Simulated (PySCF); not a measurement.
# C2H5FO2Si: the cost of one run

Computed with PySCF 2.14.0, with density-fitted response routines of our own, on a single molecule in the gas phase. Atoms count from 0, in the outputs and in this text.

## Step 1: Starting geometry

11 atoms, charge 0, multiplicity 1; geometry from: GFN2-xTB.

Bonds of the start (Å): C0–O1 1.42, O1–C2 1.34, C2–O3 1.21, C2–Si4 1.92, Si4–F5 1.61, C0–H6 1.09, C0–H7 1.09, C0–H8 1.09, Si4–H9 1.45, Si4–H10 1.45.

## Step 2: TDDFT and polarisability: CAM-B3LYP/def2-SVPD

What the job is given:

```
{"job": {"kind": "uv", "xc": "CAM-B3LYP", "basis": "def2-SVPD", "nstates": 8, "ntriplets": 3}, "charge": 0, "multiplicity": 1}
C     -1.992159     0.154361     0.134486
O     -0.602411     0.463242     0.148904
C      0.245239    -0.509142    -0.196000
O     -0.109075    -1.613906    -0.526138
Si     2.046045     0.144347    -0.105922
F      2.168939     0.913653     1.300321
H     -2.200584    -0.666289     0.823622
H     -2.299606    -0.143454    -0.870154
H     -2.511001     1.057596     0.444166
H      2.991457    -0.954474    -0.054801
H      2.268579     1.156736    -1.124447
```

Method: TDDFT CAM-B3LYP/def2-SVPD, vertical, gas phase, core orbitals frozen in the response.

The run is started by

```sh
> OMP_NUM_THREADS=1 python probes_run.py task.json out
```

The driver reads the jobs from task.json and runs them one after another.

**Question.** How long does this job take on 1 thread of Arm Neoverse V2, shared host, and how much memory does it need?

About 24 s, with a peak of 0.74 GiB.
